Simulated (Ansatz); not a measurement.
# B2FHN radical (SMILES [B]=NBF): Born-Oppenheimer dynamics

Aim: follow the atoms for 40 steps of 0.25 fs with a Langevin thermostat, with velocities drawn for 300 K.

Program: Ansatz 0.2.0, Gaussian basis. Level of theory: BLYP-D4/def2-SVP, unrestricted. These are calculated values, not measurements.

1 further run of the same task is left out (it didn't finish).

### Step 1. The system as given

SMILES `[B]=NBF`, 5 atoms, charge 0, spin multiplicity 2.

Atoms are counted from 1 here; the program's logs count them from 0.

Bond lengths: B1–N2 1.256 Å, N2–B3 1.394 Å, B3–F4 1.323 Å, B3–H5 1.172 Å. Angles: B1–N2–B3 177.5°, N2–B3–F4 119.2°, N2–B3–H5 122.5°, F4–B3–H5 118.3°.

Coordinates:

```xyz
5
B2FHN
B    -1.16712   -1.01730    1.41134
N    -0.47672   -0.44329    0.53357
B     0.30098    0.23906   -0.40086
F     0.86624    1.38487   -0.05618
H     0.47662   -0.16334   -1.48786
```

### Step 2. The run

Contents of md/in.yaml:

```yaml
crystal:
  periodic: [false, false, false]
  atoms:
    - {symbol: B, position_ang: [-1.167120, -1.017300, 1.411340]}
    - {symbol: N, position_ang: [-0.476720, -0.443290, 0.533570]}
    - {symbol: B, position_ang: [0.300980, 0.239060, -0.400860]}
    - {symbol: F, position_ang: [0.866240, 1.384870, -0.056180]}
    - {symbol: H, position_ang: [0.476620, -0.163340, -1.487860]}
basis:
  gaussian: {orbitals: def2-SVP}
magnetization: {spin_polarized: true, initial_magnetization: 1}
hamiltonian: {xc: {name: BLYP}, dispersion: d4}
md: {n_steps: 40, timestep: 0.25, temperature: 300, ensemble: nvt_langevin, seed: 839, friction: 0.002, initial_velocities: maxwell_boltzmann}
```

Run with:

```bash
$ ansatz run in.yaml --threads 1 --pin off --events-out ev --progress --plain --max-ram 4352MiB
```

Q: Predict the outcome of this session. Wanted: temperature at the start; mean temperature, second half; lowest and highest potential energy, from the first frame; largest change of potential + kinetic.

The runs gave:

```
                                                 quantity              value
                                                   length  40 steps, 10.0 fs
                                 temperature at the start              240 K
                            mean temperature, second half              149 K
lowest and highest potential energy, from the first frame       0 and 53 meV
                    largest change of potential + kinetic           20.0 meV
```

What this shows: The thermostat trades energy with the molecule, so the sum of potential and kinetic energy isn't conserved: it changes by -8 meV over the run. The mean temperature of the second half is still well below the 300 K set. With 5 atoms the instant temperature spans 130 to 240 K. No bond breaks or forms, judged by distance. Under Langevin the temperature counts 3N degrees of freedom, more than the drawn velocities fill, so it starts at 240 K, not 300 K.
